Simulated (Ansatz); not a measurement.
**RuNH₃+ (sextet): wave-function methods side by side, def2-SVP**

An exercise on one series of results from a longer session: the logs are not shown, and one member is left open.

The runs use Ansatz 0.2.0, Gaussian basis; def2-SVP, core rule «outside noble gas», up to 5 orbitals frozen.

To be run: UHF; CCSD(T) on ROHF; CCSD(T) on UHF; CISD; CCSDT(Q) on ROHF; CCSDT(Q) on UHF; CASSCF and MRCISD+Q, 15 electrons in 13 orbitals; CASSCF and NEVPT2, 15 electrons in 13 orbitals.

3 further runs of the same task are left out: 3 set aside as unsound or not needed.

## The system

The geometry is a PBE0/def2-TZVP stationary point (not a proven minimum) of the parent state, kept for this charge and spin. No spin-orbit coupling is included. Elements past krypton take def2 core potentials.

5 atoms, charge 1, spin multiplicity 6.

Atoms are counted from 1 here; the program's logs count them from 0.

Bond lengths: Ru1–N2 2.125 Å, N2–H3 1.019 Å, N2–H4 1.019 Å, N2–H5 1.019 Å. Angles: Ru1–N2–H3 112.4°, Ru1–N2–H4 112.4°, Ru1–N2–H5 112.4°, H3–N2–H4 106.4°, H3–N2–H5 106.4°, H4–N2–H5 106.4°.

The first run:

in.yaml reads:

```yaml
crystal:
  periodic: [false, false, false]
  atoms:
    - {symbol: Ru, position_ang: [-0.316339, 0.002336, 0.001902]}
    - {symbol: N, position_ang: [1.808461, -0.013354, -0.010872]}
    - {symbol: H, position_ang: [2.189570, -0.958031, -0.008188]}
    - {symbol: H, position_ang: [2.204892, 0.458995, 0.799927]}
    - {symbol: H, position_ang: [2.195022, 0.450378, -0.831353]}
basis:
  gaussian: {orbitals: def2-SVP}
total_charge: 1
magnetization: {spin_polarized: true, initial_magnetization: 5}
hamiltonian: {xc: hf}
output: {orbitals: {seedname: orbitals}}
```

On the command line:

```
ansatz run in.yaml --threads 1 --pin off --events-out ev --progress --plain --max-ram 4096MiB --backend cpu
```

Among the steps run: UHF; CCSD(T) on ROHF; CCSD(T) on UHF; CISD; CCSDT(Q) on ROHF; CCSDT(Q) on UHF; CASSCF and MRCISD+Q, 15 electrons in 13 orbitals; CASSCF and NEVPT2, 15 electrons in 13 orbitals.

One table of the session follows, with a row left open; its other results are not shown here.

| method | from RCCSDT(Q) (meV) |
| --- | --- |
| ROHF | +8441.4 |
| UHF | +8344.3 |
| RMP2 | +777.2 |
| UMP2 | +702.6 |
| CISD | +769.5 |
| RCCSD | +192.3 |
| UCCSD | +125.7 |
| RCCSD(T) | +24.7 |
| UCCSD(T) | -41.6 |
| RCCSDT | +11.0 |
| UCCSDT | -55.1 |
| RCCSDT(Q) | 0 |
| UCCSDT(Q) | -66.4 |
| CASSCF valence | ? |
| NEVPT2 valence | +1323.4 |
| MRCISD valence | +467.4 |
| MRCISD+Q valence | +66.9 |

Estimate the missing values for CASSCF valence.

**Answer.** from RCCSDT(Q) (meV): +6447.6. In the column «from RCCSDT(Q) (meV)» it lies between NEVPT2 valence (+1323.4) and UHF (+8344.3).

Limits of these values: Restricted and unrestricted rows rest on different reference determinants; where their highest levels disagree by more than a few hundredths of an eV, they describe different states and don't form one ladder.
